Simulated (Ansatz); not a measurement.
Consider vertical spin-state energies of FH₅SSi₂, SMILES F[SiH]([SiH3])S (the Ansatz DFT code, driven from Python).

`fh5ssi2_spin.py`
```python
"""Vertical spin-state energies of FH5SSi2."""

import logging
import sys

import ansatz as az
from ase import Atoms

logging.basicConfig(stream=sys.stdout, format="%(levelname)s %(message)s")
logger = logging.getLogger("ansatz_job")
logger.setLevel(logging.INFO)


def main() -> None:
    atoms = Atoms(["F", "Si", "Si", "S", "H", "H", "H", "H", "H"], positions=[
        (-2.06, 0.3688, -0.3442),
        (-0.549, 0.7759, -0.3339),
        (0.5593, -0.6052, 1.1094),
        (0.2598, 0.5786, -2.3461),
        (-0.3933, 2.1957, 0.05),
        (2.0426, -0.2541, 1.1594),
        (0.0941, -0.4813, 2.5161),
        (0.5093, -2.0166, 0.7044),
        (-0.3743, -0.6083, -2.5322),
    ])
    system = az.Crystal.molecule_from_ase(atoms)

    model = (
        system.calculation()
        .basis(gaussian="aug-cc-pVDZ")
        .correlation("mp2")
    )
    found = {}
    for unpaired in [0, 2]:
        r = model.spin("collinear", total=unpaired).run(threads=1).report
        s = unpaired / 2
        found[unpaired] = r["free_energy_ev"]
        logger.info(f"2S+1 = {unpaired + 1}: E = {found[unpaired]:.5f} eV, <S^2> = {abs(r['mean_field']['state']['spin_squared']):.3f} (pure state {s * (s + 1):.2f})")
    lowest = min(found, key=found.get)
    for unpaired, e in found.items():
        logger.info(f"multiplicity {unpaired + 1}: {(e - found[lowest]):.3f} eV above the lowest")


if __name__ == "__main__":
    main()
```

Which spin state is lowest at this geometry, and how far above lie the others?

In order: multiplicity 1 (+0.00 eV) and multiplicity 3 (+5.81 eV), all at the one geometry.

What the script printed:

```console
$ python fh5ssi2_spin.py
INFO 2S+1 = 1: E = -29344.62911 eV, <S^2> = 0.000 (pure state 0.00)
INFO 2S+1 = 3: E = -29338.82111 eV, <S^2> = 2.018 (pure state 2.00)
INFO multiplicity 1: 0.000 eV above the lowest
INFO multiplicity 3: 5.808 eV above the lowest
```

Notes:
- Total energies depend on the basis set; only differences at equal settings carry meaning.
- The geometry is a force-field or estimated start, not a minimum of this method, and the basis set is short of its limit. All parts are taken at fixed geometry, without zero-point energy.
- S² is that of the Hartree-Fock reference.
- Run time: 66 s on 1 thread of Arm Neoverse V2, with other jobs on the host, peak memory 0.55 GiB.

(Lines on the test bed's own set-up are left out of the output.)
